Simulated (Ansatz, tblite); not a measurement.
# C₅₁H₃₅F₃O: one state, many levels

Aim: run the singlet of C₅₁H₃₅F₃O at one geometry on many levels, and compare frontier levels, spin and run time.

Program: Ansatz 0.2.0, Gaussian basis. Level of theory: as each input shows. These are calculated values, not measurements.

The runs, in order: GFN1-xTB, GFN2-xTB, PBE-D4/def2-SVP, r2SCAN-D4/def2-SVP.

1 further run of the same task is left out (set aside as unsound or not needed). Runs told in other sessions of the task aren't counted.

## Step 1: The geometry

The geometry is that of the singlet, from an earlier relaxation (r2SCAN-D4/def2-SVP).

90 atoms, charge 0, spin multiplicity 1.

Bond lengths: C1–O2 1.410 Å, C1–H56 1.098 Å, C1–H57 1.105 Å, C1–H58 1.105 Å, O2–C3 1.354 Å, C3–C4 1.406 Å, C3–C55 1.404 Å, C4–C5 1.388 Å, C4–H59 1.093 Å, C5–C6 1.412 Å, C5–H60 1.094 Å, C6–C7 1.477 Å, C6–C54 1.405 Å, C7–C8 1.409 Å, C7–C53 1.409 Å, C8–C9 1.392 Å, C8–H61 1.094 Å, C9–C10 1.408 Å and more. Angles: O2–C1–H56 106.4°, O2–C1–H57 111.7°, O2–C1–H58 111.6°, H56–C1–H57 109.1°, H56–C1–H58 109.1°, H57–C1–H58 108.9°, C1–O2–C3 118.2°, O2–C3–C4 116.1°, O2–C3–C55 124.6°, C4–C3–C55 119.3°, C3–C4–C5 120.3°, C3–C4–H59 118.3°, C5–C4–H59 121.4°, C4–C5–C6 121.5°, C4–C5–H60 119.0°, C6–C5–H60 119.5°, C5–C6–C7 121.3°, C5–C6–C54 117.3° and more.

PBE0-D4/def2-SVP was run before; its log isn't repeated, and its numbers join the tables.

## Step 2: GFN1-xTB

Tight binding, by tblite at 300 K electronic temperature and without a spin-polarisation term:

```python
tblite.interface.Calculator('GFN1-xTB', numbers, positions, charge=0, uhf=0).singlepoint()
```

Energy -3993.1955 eV, HOMO -10.90 eV, LUMO -8.62 eV; 0.56 s.

## Step 3: GFN2-xTB

Tight binding, by tblite at 300 K electronic temperature and without a spin-polarisation term:

```python
tblite.interface.Calculator('GFN2-xTB', numbers, positions, charge=0, uhf=0).singlepoint()
```

Energy -3952.8549 eV, HOMO -9.88 eV, LUMO -7.83 eV; 0.47 s.

## Step 4: PBE-D4/def2-SVP

start.molden holds the orbitals of an earlier run on this state, given as this run's starting guess.

Input file in.yaml:

```yaml
crystal:
  periodic: [false, false, false]
  atoms:
    - {symbol: C, position_ang: [-18.689181, -0.184359, 1.023920]}
    - {symbol: O, position_ang: [-17.927812, -0.339377, -0.152734]}
    - {symbol: C, position_ang: [-16.577804, -0.295122, -0.052937]}
    - {symbol: C, position_ang: [-15.862238, -0.465213, -1.251326]}
    - {symbol: C, position_ang: [-14.474105, -0.434305, -1.248640]}
    - {symbol: C, position_ang: [-13.743191, -0.236050, -0.057308]}
    - {symbol: C, position_ang: [-12.266267, -0.203869, -0.059329]}
    - {symbol: C, position_ang: [-11.546648, 0.305202, -1.158348]}
    - {symbol: C, position_ang: [-10.154579, 0.335254, -1.161197]}
    - {symbol: C, position_ang: [-9.410889, -0.138011, -0.062773]}
    - {symbol: C, position_ang: [-7.934008, -0.104458, -0.064333]}
    - {symbol: C, position_ang: [-7.199853, -0.291224, -1.251736]}
    - {symbol: C, position_ang: [-5.807864, -0.262894, -1.252452]}
    - {symbol: C, position_ang: [-5.081249, -0.042905, -0.066274]}
    - {symbol: C, position_ang: [-3.604242, -0.013809, -0.066460]}
    - {symbol: C, position_ang: [-2.889436, 0.830987, 0.804866]}
    - {symbol: C, position_ang: [-1.497451, 0.856175, 0.806107]}
    - {symbol: C, position_ang: [-0.750723, 0.037337, -0.063212]}
    - {symbol: C, position_ang: [0.726261, 0.061441, -0.059585]}
    - {symbol: C, position_ang: [1.464249, -0.158155, -1.239076]}
    - {symbol: C, position_ang: [2.856290, -0.138394, -1.234769]}
    - {symbol: C, position_ang: [3.579846, 0.103434, -0.050881]}
    - {symbol: C, position_ang: [5.056779, 0.123169, -0.045421]}
    - {symbol: C, position_ang: [5.801988, -0.710152, -0.902175]}
    - {symbol: C, position_ang: [7.194074, -0.693630, -0.894750]}
    - {symbol: C, position_ang: [7.910032, 0.157454, -0.030542]}
    - {symbol: C, position_ang: [9.387015, 0.172942, -0.020298]}
    - {symbol: C, position_ang: [10.106462, 0.421432, 1.165004]}
    - {symbol: C, position_ang: [11.498340, 0.435187, 1.175819]}
    - {symbol: C, position_ang: [12.240218, 0.200062, 0.001681]}
    - {symbol: C, position_ang: [13.716570, 0.213596, 0.013876]}
    - {symbol: C, position_ang: [14.434049, 1.061802, 0.878217]}
    - {symbol: C, position_ang: [15.825186, 1.075771, 0.891263]}
    - {symbol: C, position_ang: [16.563786, 0.234627, 0.034226]}
    - {symbol: C, position_ang: [18.017760, 0.295157, 0.096776]}
    - {symbol: F, position_ang: [18.532896, 1.136251, 1.016562]}
    - {symbol: C, position_ang: [18.934186, -0.365356, -0.638739]}
    - {symbol: F, position_ang: [18.646542, -1.227401, -1.593003]}
    - {symbol: F, position_ang: [20.229249, -0.221017, -0.482961]}
    - {symbol: C, position_ang: [15.853034, -0.621298, -0.834475]}
    - {symbol: C, position_ang: [14.462679, -0.624701, -0.838980]}
    - {symbol: C, position_ang: [11.521119, -0.048190, -1.183827]}
    - {symbol: C, position_ang: [10.129088, -0.060513, -1.194551]}
    - {symbol: C, position_ang: [7.164838, 0.991853, 0.825206]}
    - {symbol: C, position_ang: [5.772832, 0.975085, 0.817954]}
    - {symbol: C, position_ang: [2.842235, 0.324498, 1.128358]}
    - {symbol: C, position_ang: [1.450248, 0.303290, 1.124184]}
    - {symbol: C, position_ang: [-1.465649, -0.806732, -0.935146]}
    - {symbol: C, position_ang: [-2.857607, -0.831459, -0.937045]}
    - {symbol: C, position_ang: [-5.815044, 0.146544, 1.120729]}
    - {symbol: C, position_ang: [-7.206950, 0.114872, 1.121871]}
    - {symbol: C, position_ang: [-10.129346, -0.645491, 1.037232]}
    - {symbol: C, position_ang: [-11.521214, -0.680121, 1.037461]}
    - {symbol: C, position_ang: [-14.476711, -0.069141, 1.129247]}
    - {symbol: C, position_ang: [-15.873619, -0.095502, 1.144928]}
    - {symbol: H, position_ang: [-19.742490, -0.257936, 0.724369]}
    - {symbol: H, position_ang: [-18.515921, 0.800004, 1.495134]}
    - {symbol: H, position_ang: [-18.466799, -0.977263, 1.760750]}
    - {symbol: H, position_ang: [-16.427099, -0.631975, -2.172099]}
    - {symbol: H, position_ang: [-13.938496, -0.596126, -2.188493]}
    - {symbol: H, position_ang: [-12.090563, 0.720650, -2.011633]}
    - {symbol: H, position_ang: [-9.631689, 0.772393, -2.016875]}
    - {symbol: H, position_ang: [-7.731616, -0.481170, -2.188502]}
    - {symbol: H, position_ang: [-5.270539, -0.395958, -2.195867]}
    - {symbol: H, position_ang: [-3.436838, 1.508276, 1.466607]}
    - {symbol: H, position_ang: [-0.976880, 1.553648, 1.468515]}
    - {symbol: H, position_ang: [0.935574, -0.309401, -2.184474]}
    - {symbol: H, position_ang: [3.395331, -0.274527, -2.176695]}
    - {symbol: H, position_ang: [5.279585, -1.412400, -1.558076]}
    - {symbol: H, position_ang: [7.739597, -1.383658, -1.544771]}
    - {symbol: H, position_ang: [9.563895, 0.567252, 2.103331]}
    - {symbol: H, position_ang: [12.023231, 0.590974, 2.122636]}
    - {symbol: H, position_ang: [13.890990, 1.747451, 1.534705]}
    - {symbol: H, position_ang: [16.355091, 1.752718, 1.563893]}
    - {symbol: H, position_ang: [16.386257, -1.299043, -1.502212]}
    - {symbol: H, position_ang: [13.939780, -1.318245, -1.503430]}
    - {symbol: H, position_ang: [12.063259, -0.195583, -2.122253]}
    - {symbol: H, position_ang: [9.603813, -0.217029, -2.141001]}
    - {symbol: H, position_ang: [7.686853, 1.694424, 1.481067]}
    - {symbol: H, position_ang: [5.226898, 1.664867, 1.467856]}
    - {symbol: H, position_ang: [3.371197, 0.476101, 2.073620]}
    - {symbol: H, position_ang: [0.911632, 0.438239, 2.066430]}
    - {symbol: H, position_ang: [-0.918979, -1.485317, -1.596120]}
    - {symbol: H, position_ang: [-3.378848, -1.528146, -1.599745]}
    - {symbol: H, position_ang: [-5.282632, 0.302557, 2.063423]}
    - {symbol: H, position_ang: [-7.745162, 0.281710, 2.059359]}
    - {symbol: H, position_ang: [-9.584669, -1.058961, 1.891095]}
    - {symbol: H, position_ang: [-12.043526, -1.121849, 1.891077]}
    - {symbol: H, position_ang: [-13.946052, 0.116458, 2.067645]}
    - {symbol: H, position_ang: [-16.398344, 0.052314, 2.090548]}
basis:
  gaussian: {orbitals: def2-SVP, fitting: {mean_field: def2-universal-jkfit}, initial_orbitals: start.molden}
hamiltonian: {xc: pbe, dispersion: d4}
scf: {omitted_lower_state_checks: [starts]}
output: {orbitals: {seedname: orbitals}}
```

Started as:

```console
$ ansatz run in.yaml --threads 4 --pin off --events-out ev --progress --plain --max-ram 66560MiB --backend cuda --devices 0, --max-vram 37GiB
```

Further steps of the session: r2SCAN-D4/def2-SVP.

Q: Predict the results of all the runs planned. Wanted: gap in def2-SVP, named functionals, smallest and largest; binding an atom, functionals in def2-SVP.

As calculated:

| quantity | value |
| --- | --- |
| gap in def2-SVP, named functionals, smallest and largest | 2.45 eV (PBE-D4), 3.94 eV (PBE0-D4) |
| binding an atom, functionals in def2-SVP | 5.42 (r2SCAN-D4) to 5.62 eV (PBE-D4) |

Orbital gaps of the named functionals in def2-SVP span 2.45 eV (PBE-D4) to 3.94 eV (PBE0-D4); exact exchange widens it.
